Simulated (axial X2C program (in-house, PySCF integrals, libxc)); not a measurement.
# TeC⁺: bond curves with and without spin–orbit coupling, part 1 of 2

Aim: find the lowest determinant of TeC⁺, scan the bond at several levels and fit the constants, once spin-free and once with spin–orbit coupling.

Program: an in-house X2C program for linear molecules on PySCF integrals. Level of theory: all-electron X2C, Te dyall-cv3z, C dyall-v3z. These are calculated values, not measurements.

## (1) Set-up

File task.json:

```json
{"zs": [52, 6], "q": 1, "bas": ["dyall-cv3z", "dyall-v3z"], "levels": ["PBE0", "HF", "PBEsol"], "cc": true, "r0": 1.95, "thr": -1.0, "nmax": 90, "npts": 10, "nst": 2, "ntry": 6}
```

Keys: zs atomic numbers; q charge; bas basis sets; levels methods (HF also brings MP2); cc coupled cluster on or off; r0 starting distance in Å; thr threshold in hartree for freezing inner shells (an s shell follows its p shell); nmax most natural virtual spinors; npts points asked for on the curve; nst determinants followed; ntry starts of the search.

Run with:

```
$ python so2c.py task.json out
```

Spin-free means the one-electron spin-free X2C Hamiltonian; two-component (2c) means X2C with spin–orbit coupling and atomic mean-field two-electron Coulomb and Gaunt terms. Basis: Te dyall-cv3z contracted to [11s12p8d4f1g], C dyall-v3z contracted to [7s6p2d1f]; Gaussian nuclei, density fitting. Masses: Te 129.906 u, C 12.000 u.

Notation: σ, π±, δ± give the projection m of an orbital's angular momentum (0, ±1, ±2), α and β its spin, Λ and M_S the sums; ω is the projection of a spinor's total angular momentum and Ω the sum. Logs are in hartree.

The results follow Hamiltonian by Hamiltonian and level by level.

## (2) Search for the lowest determinant

PBE0 moves the distance from 1.950 Å to 1.846 Å and compares determinants there.

Spin-free determinants:

```json
{"ΔE (eV)": "0.00", "state": "M_S = 1/2, Λ = 0", "open shells": "beyond closed shells: σα"}
{"ΔE (eV)": "0.98", "state": "M_S = 1/2, Λ = 1", "open shells": "beyond closed shells: π+α, π+β, π-α"}
{"ΔE (eV)": "2.50", "state": "M_S = 3/2, Λ = 0", "open shells": "beyond closed shells: σα, π+α, π+β, 2 × π-α"}
{"ΔE (eV)": "2.50", "state": "M_S = 3/2, Λ = 2", "open shells": "beyond closed shells: σα, 2 × π+α, π+β, π-α"}
{"ΔE (eV)": "3.28", "state": "M_S = 1/2, Λ = 2", "open shells": "beyond closed shells: σβ, 2 × π+α, π+β, π-α"}
{"ΔE (eV)": "3.30", "state": "M_S = 1/2, Λ = 2", "open shells": "beyond closed shells: σα, 2 × π+α, π+β, π-β"}
{"ΔE (eV)": "3.59", "state": "M_S = 1/2, Λ = 2", "open shells": "beyond closed shells: σα, π+α, 2 × π+β, π-α"}
```

Two-component determinants:

```csv
ΔE (eV),state,open shells
0.00,Ω = 1/2,excess of +ω over −ω: ω = 1/2
0.79,Ω = 3/2,excess of +ω over −ω: ω = 3/2
2.45,Ω = 7/2,"excess of +ω over −ω: ω = 1/2, 2 × ω = 3/2"
2.85,Ω = 3/2,excess of +ω over −ω: ω = 3/2
2.92,Ω = 1/2,"excess of +ω over −ω: 2 × ω = -1/2, ω = 3/2"
3.16,Ω = 5/2,"excess of +ω over −ω: ω = -1/2, 2 × ω = 3/2"
3.29,Ω = 5/2,"excess of +ω over −ω: 2 × ω = 1/2, ω = 3/2"
```

## (3) PBE0, spin-free

State followed: M_S = 1/2, Λ = 0 (beyond closed shells: σα). The scan is laid around 1.846 Å, a first estimate of the minimum, and this SCF restarts from the orbitals of the search.

The SCF at the reference distance of 1.846 Å:

```text
spin-free X2C-1e  PBE0
basis functions 166  fitting functions 886  grid points 5078
iter        total energy     max residual
   1      -6831.073228289     7.44e-07
   2      -6831.073228289     2.26e-06
converged
one-electron -9532.92810395  Coulomb 2794.73699079  exact exchange -44.90316759  xc functional -137.41734939  nuclear repulsion 89.43840185
```

Along the bond, energies from the lowest point:

| R (Å) | E (eV) | μ (D) | HOMO (eV) | LUMO (eV) | iterations |
| --- | --- | --- | --- | --- | --- |
| 1.606 | 1.3722 | -0.13 | -16.19 | -11.10 | 13 |
| 1.680 | 0.5428 | 0.00 | -15.89 | -11.28 | 13 |
| 1.735 | 0.2009 | 0.11 | -15.68 | -11.40 | 13 |
| 1.791 | 0.0349 | 0.22 | -15.50 | -11.50 | 13 |
| 1.846 | 0.0000 | 0.34 | -15.35 | -11.57 | 2 |
| 1.911 | 0.0764 | 0.46 | -15.21 | -11.63 | 13 |
| 1.975 | 0.2382 | 0.56 | -15.10 | -11.68 | 13 |
| 2.058 | 0.5250 | 0.65 | -15.01 | -11.75 | 13 |
| 2.160 | 0.9400 | 0.72 | -14.93 | -11.84 | 13 |
| 2.308 | 1.5822 | 0.78 | -14.58 | -11.97 | 13 |

Dipoles are positive if C is the positive end and refer to the centre of mass.

Outer orbitals at the reference distance:

```tsv
symmetry	occupied	ε (eV)	atomic character
σα	yes	-28.01	43% C s, 36% Te s, 9% C p
σβ	yes	-27.25	51% Te s, 28% C s, 14% C p
σα	yes	-21.73	35% Te s, 28% C s, 18% Te p
σβ	yes	-20.31	35% Te p, 28% C s, 28% Te s
σα	yes	-16.92	55% C p, 29% Te p, 8% Te s
π+α	yes	-15.81	58% C p, 37% Te p, 2% Te d
π-α	yes	-15.81	58% C p, 37% Te p, 2% Te d
π-β	yes	-15.35	72% Te p, 25% C p, 3% C d
π+β	yes	-15.35	72% Te p, 25% C p, 3% C d
σβ	no	-11.57	50% C p, 22% C s, 20% Te p
π+α	no	-10.17	56% Te p, 33% C p, 7% Te d
π-α	no	-10.17	56% Te p, 33% C p, 7% Te d
π+β	no	-9.07	62% C p, 22% Te p, 12% Te d
```

PBE0 fields in the half plane through the axis: z from -2.4 to 4.2 Å across, distance from the axis 0.15 to 2.25 Å upwards; Te lies at z = 0 and C at z = 1.846 Å; the ELF is damped to zero where the density is low.

log10 density (e/bohr³). Ten even steps from ' ' (-5.69 ) to '@' (1.83 ):
```
  ....::::------------------::::::::......    
....::::----============----------::::::....  
..::::----======================------::::..  
::::----====++++++++++++++==========----::....
::----====++++++**++++++++++++++++====--::::..
::--====++++********************++++==----::..
::--====++****##%%##**************++====--::..
::--==++++**##%%@@%%##******%%##**++++==--::::
```

ELF. Ten even steps from '0' (0.00 ) to '9' (0.96 ):
```
00000012221100000000000
00001345554321100000000
00014677776443322100000
00146788776655554320000
00257876556677777652000
01367742222578889874100
01477436762487479986200
01477355754281919997300
```

Re = 1.836 Å, ωe = 896 cm⁻¹, ωexe = 5.99 cm⁻¹, Be = 0.4552 cm⁻¹, De = 3.55 eV, μ = 0.31 D. ⟨S²⟩ = 1.03 against 0.75 for a pure state, so this determinant mixes spins.

## (4) HF, spin-free

Output at 1.846 Å:

```text
spin-free X2C-1e  HF
basis functions 166  fitting functions 886  grid points 5078
iter        total energy     max residual
   1      -6828.365381675     2.35e-01
   2      -6828.396067728     1.25e-02
   3      -6828.404140291     1.28e-02
   4      -6828.409261787     9.86e-03
   5      -6828.414724241     7.81e-03
   6      -6828.422212011     3.23e-03
   7      -6828.423821024     1.24e-03
   8      -6828.423761840     1.26e-03
   9      -6828.423924760     6.28e-04
  10      -6828.423941009     1.25e-04
  11      -6828.423941548     3.90e-05
  12      -6828.423941687     1.52e-05
  13      -6828.423941694     6.33e-06
  14      -6828.423941697     2.17e-06
  15      -6828.423941697     4.73e-07
converged
one-electron -9531.67529000  Coulomb 2793.65567003  exact exchange -179.84272358  xc functional 0.00000000  nuclear repulsion 89.43840185
```

Re = 1.904 Å, ωe = 825 cm⁻¹, ωexe = 3.66 cm⁻¹, Be = 0.4232 cm⁻¹, De = 1.45 eV, μ = 0.38 D. ⟨S²⟩ = 2.16 against 0.75 for a pure state, so this determinant mixes spins.

## (5) PBEsol, spin-free

Output at 1.846 Å:

```text
spin-free X2C-1e  PBEsol
basis functions 166  fitting functions 886  grid points 5078
iter        total energy     max residual
   1      -6827.832270024     4.30e-01
   2      -6827.839041909     6.39e-03
   3      -6827.837093012     1.42e-02
   4      -6827.833871607     2.02e-02
   5      -6827.839796831     1.12e-03
   6      -6827.839897486     5.11e-04
   7      -6827.839978071     1.82e-04
   8      -6827.839982939     1.10e-04
   9      -6827.839983151     3.36e-05
  10      -6827.839983166     3.47e-06
  11      -6827.839983167     1.35e-06
converged
one-electron -9532.55233614  Coulomb 2794.27659200  exact exchange 0.00000000  xc functional -179.00264087  nuclear repulsion 89.43840185
```

Re = 1.840 Å, ωe = 923 cm⁻¹, ωexe = 5.37 cm⁻¹, Be = 0.4534 cm⁻¹, De = 4.53 eV, μ = 0.26 D. ⟨S²⟩ = 0.83 against 0.75 for a pure state, so this determinant mixes spins.

## (6) MP2 and beyond, spin-free

Correlated methods: 9 electrons correlated (frozen shells, counted by type: Te 4 s, 3 p, 2 d; C 1 s), 233 virtual spinors in MP2, 90 natural virtuals in coupled cluster.

Output of the correlated part at 1.846 Å:

```text
correlated 9  virtual 233  natural virtual 90  E(MP2) -0.171059019  MP2 remainder -0.004413929
iter   CCSD correlation   residual
   1     -0.183758173   1.30e-01
   2     -0.193686661   8.46e-02
   3     -0.202165502   6.32e-02
   4     -0.211089244   4.32e-02
   5     -0.212873642   1.74e-02
   6     -0.213809047   9.01e-03
   7     -0.213663197   4.92e-03
   8     -0.213773239   2.08e-03
   9     -0.213771360   8.29e-04
  10     -0.213767861   3.31e-04
  11     -0.213774536   1.39e-04
  12     -0.213776483   5.82e-05
  13     -0.213778075   2.44e-05
  14     -0.213778866   1.03e-05
  15     -0.213779066   3.71e-06
  16     -0.213779149   1.31e-06
  17     -0.213779171   7.10e-07
  18     -0.213779217   4.40e-07
  19     -0.213779228   2.03e-07
(T) -0.014522845  T1 0.1351  D1 0.2068  max T2 0.120
```

T1 in the output is the amplitude norm over the root of the electron number; divide by √2 for the Lee–Taylor value.

MP2: No constants are quoted: the reference is strongly spin-contaminated.

CCSD: Re = 1.843 Å, ωe = 918 cm⁻¹, ωexe = 6 cm⁻¹, Be = 0.4518 cm⁻¹, De = 2.81 eV. T1 at Re = 0.096 (Lee–Taylor, the printed value over √2).

CCSD(T): Re = 1.842 Å, ωe = 933 cm⁻¹, ωexe = 6.45 cm⁻¹, Be = 0.4524 cm⁻¹, De = 3.09 eV. T1 at Re = 0.096 (Lee–Taylor, the printed value over √2).

## (7) A higher determinant, spin-free

State: M_S = 1/2, Λ = 1 (beyond closed shells: π+α, π+β, π-α).

Output at the reference distance:

```text
spin-free X2C-1e  PBE0
basis functions 166  fitting functions 886  grid points 5078
iter        total energy     max residual
   1      -6831.037106336     8.48e-06
   2      -6831.037106339     8.07e-06
   3      -6831.037106340     9.38e-06
converged
one-electron -9532.26353972  Coulomb 2794.09962735  exact exchange -44.90036270  xc functional -137.41123311  nuclear repulsion 89.43840185
```

| R (Å) | E above the lowest PBE0 point (eV) |
| --- | --- |
| 1.606 | 3.765 |
| 1.680 | 2.445 |
| 1.735 | 1.767 |
| 1.791 | 1.293 |
| 1.846 | 0.983 |
| 1.911 | 0.784 |
| 1.975 | 0.718 |
| 2.058 | 0.777 |
| 2.160 | 0.983 |

Re = 1.982 Å, ωe = 757 cm⁻¹, ωexe = 5.9 cm⁻¹, Be = 0.3907 cm⁻¹, μ = -0.24 D. Te = 0.72 eV.

## (8) The spin-free curves together

Energy (eV) of the followed determinant, spin-free, from each level's lowest point:

| R (Å) | PBE0 | HF | MP2 (spin-contaminated) | CCSD | CCSD(T) | PBEsol |
| --- | --- | --- | --- | --- | --- | --- |
| 1.606 | 1.372 | 2.020 | 1.419 | n/a | n/a | 1.440 |
| 1.680 | 0.543 | 1.003 | 0.619 | 0.615 | 0.621 | 0.586 |
| 1.735 | 0.201 | 0.518 | 0.268 | 0.242 | 0.243 | 0.226 |
| 1.791 | 0.035 | 0.213 | 0.073 | 0.052 | 0.051 | 0.045 |
| 1.846 | 0.000 | 0.051 | 0.000 | 0.000 | 0.000 | 0.000 |
| 1.911 | 0.076 | 0.000 | 0.030 | 0.069 | 0.073 | 0.075 |
| 1.975 | 0.238 | 0.061 | 0.154 | 0.232 | 0.243 | 0.247 |
| 2.058 | 0.525 | 0.256 | 0.409 | 0.529 | 0.546 | 0.556 |
| 2.160 | 0.940 | 0.603 | 0.816 | n/a | n/a | 0.999 |
| 2.308 | 1.582 | 1.181 | 1.507 | n/a | n/a | 1.663 |

(Continued in part 2 of 2.)
